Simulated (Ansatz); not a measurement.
# CH₉NOSi₂: a ladder of functionals and wavefunction methods

An exercise on one series of results from a longer session: the logs are not shown, and one member is left open.

Program: Ansatz 0.2.0, Gaussian basis. Level of theory: functionals in def2-TZVPP, the program's frozen cores in correlated methods. These are calculated values, not measurements.

Levels to be run: PBE-D4, r2SCAN-D4, PBE0-D4, B3LYP-D4, ωB97X-V, ωB97M-V, B2PLYP; CCSD(T)/def2-TZVPP; MP2/def2-QZVPP; extrapolation to the limit.

## The relaxed structure

An earlier PBE0-D4 in a triple-zeta def2 set relaxation fixed the geometry.

SMILES `C[SiH2]N[SiH2]O`, 14 atoms, charge 0, spin multiplicity 1.

Atoms are counted from 1 here; the program's logs count them from 0.

Bond lengths: C1–Si2 1.866 Å, C1–H6 1.093 Å, C1–H7 1.093 Å, C1–H8 1.093 Å, Si2–N3 1.735 Å, Si2–H9 1.489 Å, Si2–H10 1.490 Å, N3–Si4 1.715 Å, N3–H11 1.010 Å, Si4–O5 1.646 Å, Si4–H12 1.480 Å, Si4–H13 1.489 Å, O5–H14 0.958 Å. Angles: Si2–C1–H6 110.8°, Si2–C1–H7 111.1°, Si2–C1–H8 110.5°, H6–C1–H7 108.4°, H6–C1–H8 107.6°, H7–C1–H8 108.3°, C1–Si2–N3 111.8°, C1–Si2–H9 110.6°, C1–Si2–H10 108.3°, N3–Si2–H9 106.4°, N3–Si2–H10 111.4°, H9–Si2–H10 108.2°, Si2–N3–Si4 127.6°, Si2–N3–H11 115.3°, Si4–N3–H11 117.0°, N3–Si4–O5 114.1°, N3–Si4–H12 112.2°, N3–Si4–H13 104.6° and more.

Set-up of the first run:

in.yaml

```yaml
crystal:
  periodic: [false, false, false]
  atoms:
    - {symbol: C, position_ang: [-1.428727, -0.298891, 1.374859]}
    - {symbol: Si, position_ang: [0.418084, -0.537794, 1.262338]}
    - {symbol: N, position_ang: [0.979222, -0.461066, -0.377196]}
    - {symbol: Si, position_ang: [0.810402, 0.840063, -1.482235]}
    - {symbol: O, position_ang: [-0.123636, 0.493208, -2.792360]}
    - {symbol: H, position_ang: [-1.719609, 0.675202, 0.972634]}
    - {symbol: H, position_ang: [-1.960549, -1.074276, 0.818446]}
    - {symbol: H, position_ang: [-1.757568, -0.338077, 2.416827]}
    - {symbol: H, position_ang: [0.806063, -1.879540, 1.777728]}
    - {symbol: H, position_ang: [1.076176, 0.494957, 2.111056]}
    - {symbol: H, position_ang: [1.515147, -1.258833, -0.687372]}
    - {symbol: H, position_ang: [2.103468, 1.232838, -2.086236]}
    - {symbol: H, position_ang: [0.222311, 1.944174, -0.675369]}
    - {symbol: H, position_ang: [-1.014585, 0.181833, -2.625522]}
basis:
  gaussian: {orbitals: def2-TZVPP}
hamiltonian: {xc: pbe, dispersion: d4}
output: {forces: true, orbitals: {seedname: orbitals}}
```

Started as:

```console
ansatz run in.yaml --threads 4 --pin off --events-out ev --progress --plain --max-ram 10444MiB
```

Steps of the session up to this table: PBE-D4 (GGA); r2SCAN-D4 (meta-GGA); PBE0-D4 (hybrid); B3LYP-D4 (hybrid); ωB97X-V (range-separated); ωB97M-V (range-separated); B2PLYP (double hybrid); CCSD(T) in def2-TZVPP; MP2 in def2-QZVPP.

One table of the session follows, with a row left open; its other results are not shown here.

```
            method  atomisation energy (kcal/mol)
            PBE-D4                              ?
         r2SCAN-D4                         1187.3
           PBE0-D4                         1179.3
          B3LYP-D4                         1190.5
           ωB97X-V                         1196.2
           ωB97M-V                         1194.5
            B2PLYP                         1176.9
     HF/def2-TZVPP                          876.6
    MP2/def2-TZVPP                         1169.9
   CCSD/def2-TZVPP                         1146.9
CCSD(T)/def2-TZVPP                         1160.4
           MP2/CBS                         1203.4
       CCSD(T)/CBS                         1193.9
```

Estimate the missing values for PBE-D4.

As computed: atomisation energy (kcal/mol): 1192.4. In the column «atomisation energy (kcal/mol)» it lies between B3LYP-D4 (1190.5) and CCSD(T)/CBS (1193.9).
